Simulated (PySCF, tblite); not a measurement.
# C₄H₁₃BSi₂: geometry, infrared bands and NMR shifts

Wanted: the infrared bands and NMR shifts of C₄H₁₃BSi₂ (`CB(C)[SiH]1C[SiH2]C1`), by calculation.

Computed with tblite 0.8.0 and PySCF 2.14.0, with density-fitted response routines of our own, on a single molecule in the gas phase. Atoms count from 0, in the outputs and in this text.

## 1. The molecule as given

20 atoms, charge 0, multiplicity 1; geometry from: force field or distance geometry start.

Bonds of the start (Å): C0–B1 1.59, B1–C2 1.62, B1–Si3 1.92, Si3–C4 1.86, C4–Si5 1.85, Si5–C6 1.87, C6–Si3 1.85, C0–H7 1.11, C0–H8 1.11, C0–H9 1.12, C2–H10 1.12, C2–H11 1.09, C2–H12 1.11, Si3–H13 1.48, C4–H14 1.09, C4–H15 1.12, Si5–H16 1.47, Si5–H17 1.48, C6–H18 1.10, C6–H19 1.12.

## 2. Relaxing the molecule with GFN2-xTB

Job settings and geometry (Å):

```
{"job": {"kind": "relax", "xc": "GFN2-xTB", "basis": "xTB"}, "charge": 0, "multiplicity": 1}
C      1.247000     1.040100     1.266600
B      1.132900    -0.370700     0.535000
C      2.539700    -0.899700    -0.060700
Si    -0.412100    -0.963300    -0.440100
C     -1.010200     0.420200    -1.533900
Si    -2.073200     0.944500    -0.113600
C     -2.053500    -0.857500     0.396900
H      0.725300     1.076800     2.247900
H      0.934100     1.848800     0.580200
H      2.318800     1.256700     1.504200
H      2.491600    -0.898700    -1.175000
H      2.647100    -1.925500     0.283800
H      3.352600    -0.219800     0.267100
H     -0.247400    -2.254500    -1.137700
H     -0.203200     1.082400    -1.847300
H     -1.658100     0.008600    -2.351100
H     -1.447200     1.799400     0.906400
H     -3.368500     1.421900    -0.644700
H     -2.097800    -1.055200     1.478900
H     -2.823000    -1.443900    -0.165800
```

On the command line:

```bash
> OMP_NUM_THREADS=1 python probes_run.py task.json out
```

One launch serves the whole session: the jobs run in the order shown.

**Question.** This job is followed by: GFN2-xTB harmonic vibrations, gas phase; GIAO PBE0/pcSseg-1 NMR shielding, non-relativistic, gas phase. What will the session give for the following? strongest single infrared mode (GFN2-xTB); zero-point energy (GFN2-xTB); 13C shifts against TMS (PBE0/pcSseg-1, means over atoms taken as alike); 1H shifts against TMS (PBE0/pcSseg-1, means over atoms taken as alike); 11B shifts against BF3·OEt2 (PBE0/pcSseg-1); 29Si shifts against TMS (PBE0/pcSseg-1).

As calculated:

| quantity | value |
| --- | --- |
| strongest single infrared mode (GFN2-xTB) | 2202 cm⁻¹, 487 km/mol |
| zero-point energy (GFN2-xTB) | 96.5 kcal/mol |
| 13C shifts against TMS (PBE0/pcSseg-1, means over atoms taken as alike) | 23.0, -6.9 ppm |
| 1H shifts against TMS (PBE0/pcSseg-1, means over atoms taken as alike) | 5.18, 5.13, 5.05, 1.61, 0.65, 0.09 ppm |
| 11B shifts against BF3·OEt2 (PBE0/pcSseg-1) | 106.9 ppm |
| 29Si shifts against TMS (PBE0/pcSseg-1) | -26.7, -36.8 ppm |

What this shows: Relaxing lowered the energy by 0.912 eV in 94 steps; the close pair that moved most is Si3–C6, from 1.846 to 1.936 Å. The lowest mode is imaginary (64i cm⁻¹), so the xTB geometry is not a minimum. The strongest single mode, at 2202 cm⁻¹, moves mainly H16. GFN2-xTB is a fitted tight-binding method: band positions and strengths are rough. Its intensities can rank the bands wrongly. At PBE0/pcSseg-1: Shielding is most anisotropic at B1 (span 213 ppm, paramagnetic term -201 ppm).
